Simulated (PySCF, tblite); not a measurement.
# C4H5F4NO: a rotation path, then NMR shifts on frames

How do NMR shifts of C4H5F4NO (`C[C@](F)(C(N)=O)C(F)(F)F`) change as the atoms move?

Programs: tblite 0.8.0 and PySCF 2.14.0, with density-fitted response routines of our own. Each step states its level of theory. These are calculated values for one molecule in the gas phase, unless marked as measured. Atoms count from 0, in the outputs and in this text.

**1. The molecule as given**

15 atoms, charge 0, multiplicity 1; geometry from: GFN2-xTB.

Bonds of the start (Å): C0–C1 1.52, C1–F2 1.39, C1–C3 1.56, C3–N4 1.34, C3–O5 1.20, C1–C6 1.54, C6–F7 1.33, C6–F8 1.34, C6–F9 1.34, C0–H10 1.09, C0–H11 1.09, C0–H12 1.09, N4–H13 1.01, N4–H14 1.01.

**2. The rotation path with GFN2-xTB**

Job settings and geometry (Å):

```
{"job": {"kind": "neb", "xc": "GFN2-xTB", "basis": "xTB", "atoms": [4, 3, 1, 6], "turn": 120}, "charge": 0, "multiplicity": 1}
C      0.363397    -1.700330    -0.227440
C      0.040604    -0.250807    -0.541242
F      0.410003     0.058042    -1.840419
C      0.743853     0.727528     0.442546
N      1.090241     1.894362    -0.116189
O      0.921477     0.425382     1.594522
C     -1.475305     0.006983    -0.460420
F     -1.958167    -0.260337     0.753058
F     -1.773968     1.286012    -0.732470
F     -2.161223    -0.741813    -1.329321
H      1.410148    -1.886448    -0.454372
H      0.192694    -1.874170     0.832001
H     -0.256811    -2.366856    -0.822204
H      0.913299     2.100006    -1.084926
H      1.535345     2.590434     0.459309
```

Level: GFN2-xTB climbing-image nudged elastic band, gas phase.

Launch:

```bash
> OMP_NUM_THREADS=1 python probes_run.py task.json out
```

One launch serves the whole session: the jobs run in the order shown.

Log:

```text
image   E - E0 / eV
  0      -0.0000
  1       0.0101
  2       0.0484
  3       0.1057
  4       0.1573
  5       0.1903
  6       0.2078
  7       0.2139
  8       0.2061
```

Run time: 3.5 s. Hardware: 1 thread of Intel Xeon Platinum 8488C, shared host; peak memory 0.19 GiB.

The final band, with the dihedral N4–C3–C1–C6:

```csv
image,dihedral (°),energy (eV),energy (kcal/mol)
0,-90,0.000,0.0
1,-77,0.010,0.2
2,-63,0.048,1.1
3,-47,0.106,2.4
4,-30,0.157,3.6
5,-13,0.190,4.4
6,4,0.208,4.8
7,20,0.214,4.9
8,35,0.206,4.8
```

**3. NMR shieldings: image 0, PBE0/pcSseg-1**

Job settings and geometry (Å):

```
{"job": {"kind": "nmr", "xc": "PBE0", "basis": "pcSseg-1", "pop": false}, "charge": 0, "multiplicity": 1}
C      0.363400    -1.700300    -0.227400
C      0.040600    -0.250800    -0.541200
F      0.410000     0.058000    -1.840400
C      0.743900     0.727500     0.442500
N      1.090200     1.894400    -0.116200
O      0.921500     0.425400     1.594500
C     -1.475300     0.007000    -0.460400
F     -1.958200    -0.260300     0.753100
F     -1.774000     1.286000    -0.732500
F     -2.161200    -0.741800    -1.329300
H      1.410100    -1.886400    -0.454400
H      0.192700    -1.874200     0.832000
H     -0.256800    -2.366900    -0.822200
H      0.913300     2.100000    -1.084900
H      1.535300     2.590400     0.459300
```

Method: GIAO PBE0/pcSseg-1 NMR shielding, non-relativistic, gas phase.

Log:

```text
coarse grid: 13936 points
cycle   1  E = -683.6767275483  dE =  1.781e+00  |g| = 1.285e+00  |ddm| = 3.417e+00
cycle   2  E = -682.8984250858  dE =  7.783e-01  |g| = 2.450e+00  |ddm| = 2.732e+00
cycle   3  E = -683.9470018748  dE = -1.049e+00  |g| = 3.515e-01  |ddm| = 2.147e+00
cycle   4  E = -683.9679543639  dE = -2.095e-02  |g| = 1.288e-01  |ddm| = 3.143e-01
cycle   5  E = -683.9706514002  dE = -2.697e-03  |g| = 2.986e-02  |ddm| = 9.751e-02
cycle   6  E = -683.9708406405  dE = -1.892e-04  |g| = 7.788e-03  |ddm| = 2.779e-02
cycle   7  E = -683.9708518054  dE = -1.116e-05  |g| = 2.466e-03  |ddm| = 6.319e-03
cycle   8  E = -683.9708527166  dE = -9.112e-07  |g| = 6.086e-04  |ddm| = 1.810e-03
final grid: 140312 points
cycle   9  E = -684.0638048593  dE = -5.087e-05  |g| = 1.268e-02  |ddm| = 2.913e-02
cycle  10  E = -684.0637316386  dE =  7.322e-05  |g| = 2.370e-02  |ddm| = 2.364e-02
cycle  11  E = -684.0638342756  dE = -1.026e-04  |g| = 2.494e-03  |ddm| = 1.679e-02
cycle  12  E = -684.0638354593  dE = -1.184e-06  |g| = 3.855e-04  |ddm| = 1.972e-03
cycle  13  E = -684.0638354749  dE = -1.557e-08  |g| = 1.922e-04  |ddm| = 3.369e-04
cycle  14  E = -684.0638354805  dE = -5.682e-09  |g| = 3.442e-05  |ddm| = 1.170e-04
cycle  15  E = -684.0638354807  dE = -2.028e-10  |g| = 1.278e-05  |ddm| = 3.451e-05
converged SCF energy = -684.0638354807

GIAO shielding tensors (ppm)
atom      isotropic    diamagn.    paramagn.     s11        s22        s33       span
  0 C      168.350     246.522     -78.172    152.902    165.250    186.897     33.995
  1 C       87.823     248.332    -160.509     58.405     86.334    118.732     60.327
  2 F      375.551     474.785     -99.234    355.790    372.897    397.965     42.175
  3 C       19.452     248.191    -228.740    -72.269     39.556     91.068    163.337
  4 N      152.869     322.346    -169.477     49.608    178.746    230.252    180.644
  5 O      -77.677     401.620    -479.297   -371.060   -195.398    333.426    704.486
  6 C       54.803     242.692    -187.889     51.063     53.221     60.126      9.063
  7 F      261.211     474.397    -213.187    184.731    265.990    332.911    148.180
  8 F      264.830     473.882    -209.051    185.213    266.516    342.761    157.548
  9 F      269.544     471.619    -202.076    190.210    267.764    350.656    160.446
 10 H       30.157      28.827       1.329     26.110     27.691     36.669     10.559
 11 H       29.282      29.219       0.063     25.195     27.635     35.017      9.822
 12 H       29.891      28.661       1.230     25.337     29.080     35.255      9.918
 13 H       25.625      32.525      -6.900     20.026     26.534     30.316     10.290
 14 H       26.784      29.734      -2.950     21.945     22.958     35.449     13.504
```

Wall time 27 s (1 thread of Intel Xeon Platinum 8488C, shared host); peak memory 1 GiB.

The references, computed at this level on geometries of the same kind, shield at (ppm): ¹H TMS 31.72, ¹³C TMS 186.9, ¹⁹F CFCl3 170.9, ¹⁵N NH3 267.7, ¹⁷O H2O 336.1. Their shielding less the atom's gives the shift. The references are single molecules in the gas phase, so shifts against H2O, NH3, PH3, H3PO4 or CFCl3 are not on the usual liquid scales and can be off by tens of ppm. Each atom is listed at this fixed geometry, with no averaging over motion; a spectrum would average atoms that exchange fast.

```csv
atoms,environment,σ (ppm),δ (ppm)
C3,amide carbonyl carbon,19.5,167.5
C6,CF3 carbon,54.8,132.1
C1,"fully substituted sp3 carbon bonded to F, α to a carbonyl",87.8,99.1
C0,methyl carbon,168.3,18.6
H13,hydrogen on an amide-type nitrogen,25.63,6.09
H14,hydrogen on an amide-type nitrogen,26.78,4.93
H11,hydrogen on a methyl carbon,29.28,2.43
H12,hydrogen on a methyl carbon,29.89,1.83
H10,hydrogen on a methyl carbon,30.16,1.56
F7,fluorine of a CF3 group,261.2,-90.3
F8,fluorine of a CF3 group,264.8,-93.9
F9,fluorine of a CF3 group,269.5,-98.6
F2,fluorine on an sp3 carbon,375.6,-204.6
N4,amide-type nitrogen,152.9,114.9
O5,amide-type carbonyl oxygen,-77.7,413.8
```

**4. Shielding tensors: image 3, PBE0/pcSseg-1**

Job settings and geometry (Å):

```
{"job": {"kind": "nmr", "xc": "PBE0", "basis": "pcSseg-1", "pop": false}, "charge": 0, "multiplicity": 1}
C      0.273900    -1.742400    -0.133600
C      0.122500    -0.301100    -0.596100
F      0.569100    -0.151000    -1.900500
C      0.978400     0.645000     0.309100
N      0.770400     1.957400     0.128300
O      1.764800     0.189500     1.098200
C     -1.366900     0.086700    -0.621400
F     -1.868300     0.160500     0.617400
F     -1.593500     1.277800    -1.198700
F     -2.105600    -0.797600    -1.294500
H      1.304300    -2.056200    -0.276200
H      0.041700    -1.792200     0.927300
H     -0.387300    -2.402800    -0.688900
H      0.153500     2.342000    -0.565300
H      1.338600     2.592600     0.667300
```

Method: GIAO PBE0/pcSseg-1 NMR shielding, non-relativistic, gas phase.

Log:

```text
coarse grid: 13936 points
cycle   1  E = -683.6688692193  dE =  1.773e+00  |g| = 1.293e+00  |ddm| = 3.401e+00
cycle   2  E = -682.8231817289  dE =  8.457e-01  |g| = 2.525e+00  |ddm| = 3.114e+00
cycle   3  E = -683.9432765083  dE = -1.120e+00  |g| = 3.547e-01  |ddm| = 2.510e+00
cycle   4  E = -683.9640775551  dE = -2.080e-02  |g| = 1.393e-01  |ddm| = 3.255e-01
cycle   5  E = -683.9672479112  dE = -3.170e-03  |g| = 2.975e-02  |ddm| = 1.024e-01
cycle   6  E = -683.9674341075  dE = -1.862e-04  |g| = 8.726e-03  |ddm| = 2.788e-02
cycle   7  E = -683.9674483275  dE = -1.422e-05  |g| = 2.591e-03  |ddm| = 7.202e-03
cycle   8  E = -683.9674493338  dE = -1.006e-06  |g| = 6.950e-04  |ddm| = 2.005e-03
final grid: 140312 points
cycle   9  E = -684.0587094423  dE = -4.709e-05  |g| = 1.270e-02  |ddm| = 3.178e-02
cycle  10  E = -684.0586342552  dE =  7.519e-05  |g| = 2.398e-02  |ddm| = 2.530e-02
cycle  11  E = -684.0587391752  dE = -1.049e-04  |g| = 2.402e-03  |ddm| = 1.767e-02
cycle  12  E = -684.0587403077  dE = -1.132e-06  |g| = 4.048e-04  |ddm| = 2.000e-03
cycle  13  E = -684.0587403255  dE = -1.783e-08  |g| = 1.961e-04  |ddm| = 3.517e-04
cycle  14  E = -684.0587403313  dE = -5.816e-09  |g| = 3.562e-05  |ddm| = 1.230e-04
cycle  15  E = -684.0587403316  dE = -2.174e-10  |g| = 1.141e-05  |ddm| = 3.217e-05
converged SCF energy = -684.0587403316

GIAO shielding tensors (ppm)
atom      isotropic    diamagn.    paramagn.     s11        s22        s33       span
  0 C      167.716     247.362     -79.646    155.121    163.769    184.258     29.137
  1 C       90.050     247.242    -157.192     62.781     93.065    114.303     51.523
  2 F      368.691     473.381    -104.690    350.776    364.063    391.233     40.457
  3 C       21.850     246.299    -224.450    -72.101     44.117     93.534    165.634
  4 N      152.453     323.113    -170.660     61.238    167.402    228.719    167.481
  5 O      -81.674     400.349    -482.024   -366.315   -206.879    328.170    694.485
  6 C       53.827     243.579    -189.752     47.939     52.711     60.832     12.894
  7 F      263.940     475.441    -211.501    183.861    267.757    340.202    156.341
  8 F      270.615     473.942    -203.327    188.155    276.145    347.546    159.391
  9 F      264.299     471.661    -207.362    184.242    265.019    343.635    159.394
 10 H       29.557      29.001       0.556     25.643     27.183     35.845     10.202
 11 H       30.141      29.813       0.329     26.870     27.562     35.992      9.122
 12 H       29.905      28.896       1.009     25.039     29.567     35.109     10.070
 13 H       25.737      32.636      -6.899     19.419     27.697     30.095     10.676
 14 H       26.817      29.638      -2.821     22.285     22.823     35.343     13.058
```

Run time: 27 s. Hardware: 1 thread of Intel Xeon Platinum 8488C, shared host; peak memory 0.86 GiB.

In short: δ C3 165.1, C6 133.1, C1 96.9, C0 19.2, H13 5.98, H14 4.90 ppm.

**5. Shielding tensors: image 7, PBE0/pcSseg-1**

Job settings and geometry (Å):

```
{"job": {"kind": "nmr", "xc": "PBE0", "basis": "pcSseg-1", "pop": false}, "charge": 0, "multiplicity": 1}
C      0.184600    -1.622200     0.115100
C      0.168700    -0.339800    -0.711000
F      0.629200    -0.618600    -1.983300
C      1.151500     0.697300    -0.089500
N      0.598300     1.723300     0.582800
O      2.337100     0.524600    -0.184200
C     -1.272400     0.156900    -0.910100
F     -1.902600     0.339100     0.267900
F     -1.340200     1.327800    -1.554800
F     -2.005500    -0.715800    -1.598200
H      1.175700    -2.062400     0.034500
H     -0.028500    -1.397800     1.156900
H     -0.550000    -2.327600    -0.268100
H     -0.384400     1.918900     0.645200
H      1.234100     2.404300     0.969100
```

Method: GIAO PBE0/pcSseg-1 NMR shielding, non-relativistic, gas phase.

Log:

```text
coarse grid: 13936 points
cycle   1  E = -683.6578038916  dE =  1.785e+00  |g| = 1.303e+00  |ddm| = 3.429e+00
cycle   2  E = -682.7151963538  dE =  9.426e-01  |g| = 2.629e+00  |ddm| = 3.223e+00
cycle   3  E = -683.9362219562  dE = -1.221e+00  |g| = 3.718e-01  |ddm| = 2.628e+00
cycle   4  E = -683.9588921883  dE = -2.267e-02  |g| = 1.471e-01  |ddm| = 3.388e-01
cycle   5  E = -683.9624394141  dE = -3.547e-03  |g| = 2.952e-02  |ddm| = 1.050e-01
cycle   6  E = -683.9626214879  dE = -1.821e-04  |g| = 9.339e-03  |ddm| = 2.765e-02
cycle   7  E = -683.9626382616  dE = -1.677e-05  |g| = 2.592e-03  |ddm| = 7.572e-03
cycle   8  E = -683.9626392713  dE = -1.010e-06  |g| = 7.595e-04  |ddm| = 2.156e-03
final grid: 140312 points
cycle   9  E = -684.0554179069  dE = -4.495e-05  |g| = 1.315e-02  |ddm| = 2.969e-02
cycle  10  E = -684.0553308214  dE =  8.709e-05  |g| = 2.549e-02  |ddm| = 2.648e-02
cycle  11  E = -684.0554497175  dE = -1.189e-04  |g| = 2.232e-03  |ddm| = 1.886e-02
cycle  12  E = -684.0554507035  dE = -9.860e-07  |g| = 3.897e-04  |ddm| = 1.836e-03
cycle  13  E = -684.0554507211  dE = -1.755e-08  |g| = 1.780e-04  |ddm| = 3.387e-04
cycle  14  E = -684.0554507258  dE = -4.683e-09  |g| = 3.628e-05  |ddm| = 1.064e-04
cycle  15  E = -684.0554507260  dE = -2.310e-10  |g| = 1.053e-05  |ddm| = 3.260e-05
converged SCF energy = -684.0554507260

GIAO shielding tensors (ppm)
atom      isotropic    diamagn.    paramagn.     s11        s22        s33       span
  0 C      164.654     248.439     -83.785    146.938    159.192    187.831     40.893
  1 C       91.503     247.023    -155.519     68.616     85.744    120.151     51.535
  2 F      369.186     471.572    -102.386    315.461    379.794    412.304     96.843
  3 C       20.704     245.727    -225.022    -75.040     45.373     91.780    166.820
  4 N      154.446     323.816    -169.370     67.285    163.862    232.192    164.907
  5 O      -71.403     397.850    -469.253   -341.834   -211.520    339.145    680.978
  6 C       53.360     242.921    -189.561     48.833     52.204     59.044     10.211
  7 F      257.795     476.496    -218.701    169.901    263.698    339.788    169.887
  8 F      265.309     472.951    -207.642    185.753    268.857    341.317    155.564
  9 F      268.312     470.740    -202.428    191.707    270.086    343.144    151.437
 10 H       29.513      29.036       0.476     25.370     27.774     35.393     10.023
 11 H       30.450      30.102       0.348     26.449     28.864     36.037      9.588
 12 H       29.822      29.030       0.792     25.539     28.867     35.058      9.519
 13 H       26.154      33.326      -7.172     19.990     28.392     30.080     10.090
 14 H       26.915      29.716      -2.801     22.210     22.789     35.747     13.536
```

It took 27 s on 1 thread of Intel Xeon Platinum 8488C, shared host; peak memory 0.88 GiB.

This run: δ C3 166.2, C6 133.6, C1 95.4, C0 22.3, H13 5.56, H14 4.80 ppm.

**6. Nuclear shieldings: image 8, PBE0/pcSseg-1**

Job settings and geometry (Å):

```
{"job": {"kind": "nmr", "xc": "PBE0", "basis": "pcSseg-1", "pop": false}, "charge": 0, "multiplicity": 1}
C      0.167000    -1.571200     0.175800
C      0.167100    -0.349800    -0.737800
F      0.613600    -0.724100    -1.987100
C      1.154900     0.723800    -0.195400
N      0.624900     1.615300     0.663700
O      2.318100     0.686100    -0.490500
C     -1.263200     0.171100    -0.961500
F     -1.920600     0.333200     0.206000
F     -1.294100     1.361300    -1.570500
F     -1.990600    -0.670900    -1.689900
H      1.181500    -1.959200     0.228800
H     -0.170500    -1.298000     1.171700
H     -0.485800    -2.339200    -0.234400
H     -0.353200     1.706600     0.871400
H      1.246500     2.323200     1.022200
```

Level: GIAO PBE0/pcSseg-1 NMR shielding, non-relativistic, gas phase.

Log:

```text
coarse grid: 13936 points
cycle   1  E = -683.6588068013  dE =  1.790e+00  |g| = 1.302e+00  |ddm| = 3.421e+00
cycle   2  E = -682.7173849860  dE =  9.414e-01  |g| = 2.629e+00  |ddm| = 3.264e+00
cycle   3  E = -683.9373468793  dE = -1.220e+00  |g| = 3.697e-01  |ddm| = 2.662e+00
cycle   4  E = -683.9597851752  dE = -2.244e-02  |g| = 1.460e-01  |ddm| = 3.359e-01
cycle   5  E = -683.9632867598  dE = -3.502e-03  |g| = 2.913e-02  |ddm| = 1.053e-01
cycle   6  E = -683.9634637257  dE = -1.770e-04  |g| = 9.160e-03  |ddm| = 2.763e-02
cycle   7  E = -683.9634798210  dE = -1.610e-05  |g| = 2.536e-03  |ddm| = 7.373e-03
cycle   8  E = -683.9634807873  dE = -9.663e-07  |g| = 7.571e-04  |ddm| = 2.174e-03
final grid: 140312 points
cycle   9  E = -684.0561061692  dE = -4.243e-05  |g| = 1.322e-02  |ddm| = 2.882e-02
cycle  10  E = -684.0560171374  dE =  8.903e-05  |g| = 2.571e-02  |ddm| = 2.675e-02
cycle  11  E = -684.0561384852  dE = -1.213e-04  |g| = 2.209e-03  |ddm| = 1.913e-02
cycle  12  E = -684.0561394527  dE = -9.676e-07  |g| = 3.761e-04  |ddm| = 1.802e-03
cycle  13  E = -684.0561394692  dE = -1.645e-08  |g| = 1.751e-04  |ddm| = 3.337e-04
cycle  14  E = -684.0561394736  dE = -4.449e-09  |g| = 3.603e-05  |ddm| = 1.054e-04
cycle  15  E = -684.0561394739  dE = -2.292e-10  |g| = 1.020e-05  |ddm| = 3.296e-05
converged SCF energy = -684.0561394739

GIAO shielding tensors (ppm)
atom      isotropic    diamagn.    paramagn.     s11        s22        s33       span
  0 C      164.290     248.526     -84.236    144.924    159.959    187.986     43.062
  1 C       91.080     247.450    -156.370     67.533     83.203    122.504     54.971
  2 F      371.500     471.061     -99.561    316.098    387.635    410.768     94.670
  3 C       20.403     245.743    -225.341    -75.187     45.732     90.663    165.850
  4 N      156.479     324.336    -167.857     68.703    165.832    234.901    166.198
  5 O      -76.747     396.872    -473.618   -359.994   -211.527    341.282    701.276
  6 C       53.522     243.019    -189.497     50.149     52.006     58.411      8.263
  7 F      256.683     476.383    -219.700    170.783    259.188    340.077    169.294
  8 F      263.696     472.829    -209.133    187.801    262.578    340.708    152.907
  9 F      268.663     470.276    -201.613    191.844    272.746    341.400    149.556
 10 H       29.691      29.078       0.613     25.689     27.888     35.497      9.809
 11 H       30.356      30.285       0.071     26.235     29.237     35.597      9.362
 12 H       29.805      28.900       0.905     25.808     28.280     35.327      9.519
 13 H       26.268      33.546      -7.278     20.078     28.457     30.269     10.191
 14 H       27.016      29.865      -2.849     22.294     22.846     35.908     13.614
```

Run time: 27 s. Hardware: 1 thread of Intel Xeon Platinum 8488C, shared host; peak memory 0.88 GiB.

Key values: δ C3 166.5, C6 133.4, C1 95.8, C0 22.6, H13 5.45, H14 4.70 ppm.

**7. Comparing the runs: NMR shifts**

Shifts (ppm) of some atoms, chosen among heavy atoms and hydrogens apart, with basis size and wall time:

```csv
frame,H11,H10,F7,F8,F9,F2,O5,functions,time
image 0,2.43,1.56,-90.3,-93.9,-98.6,-204.6,413.8,195,27 s
image 3,1.58,2.16,-93.0,-99.7,-93.4,-197.7,417.8,195,27 s
image 7,1.27,2.20,-86.8,-94.4,-97.4,-198.2,407.5,195,27 s
image 8,1.36,2.03,-85.7,-92.7,-97.7,-200.6,412.8,195,27 s
```

**8. Outcome**

| quantity | value |
| --- | --- |
| barrier | 0.214 eV (4.9 kcal/mol) at image 7 |
| end to end (GFN2-xTB) | 0.206 eV |
| ¹³C shifts against TMS (PBE0/pcSseg-1, image 0) | 167.5, 132.1, 99.1, 18.6 ppm |
| ¹H shifts against TMS (PBE0/pcSseg-1, image 0) | 6.09, 4.93, 2.43, 1.83, 1.56 ppm |
| ¹⁹F shifts against CFCl3 (PBE0/pcSseg-1, image 0) | -90.3, -93.9, -98.6, -204.6 ppm |
| ¹⁵N shifts against NH3 (PBE0/pcSseg-1, image 0) | 114.9 ppm |
| ¹⁷O shifts against H2O (PBE0/pcSseg-1, image 0) | 413.8 ppm |
| range of the shift of O5 | 407.5 to 417.8 ppm |

What this shows: Along the band the dihedral turns by 126°, and the top (dihedral 20°) lies 4.9 kcal/mol above the start (GFN2-xTB, rough), so at room temperature this motion is fast. The top was not checked by a frequency run. Shifts at one fixed geometry are not the observed spectrum, which averages over the motion. In the first frame run (image 0): The largest span, 704 ppm, is at O5, where the paramagnetic term is -479 ppm. Across the 4 runs the shift of O5 moves most, between 407.5 (image 7) and 417.8 ppm (image 3).
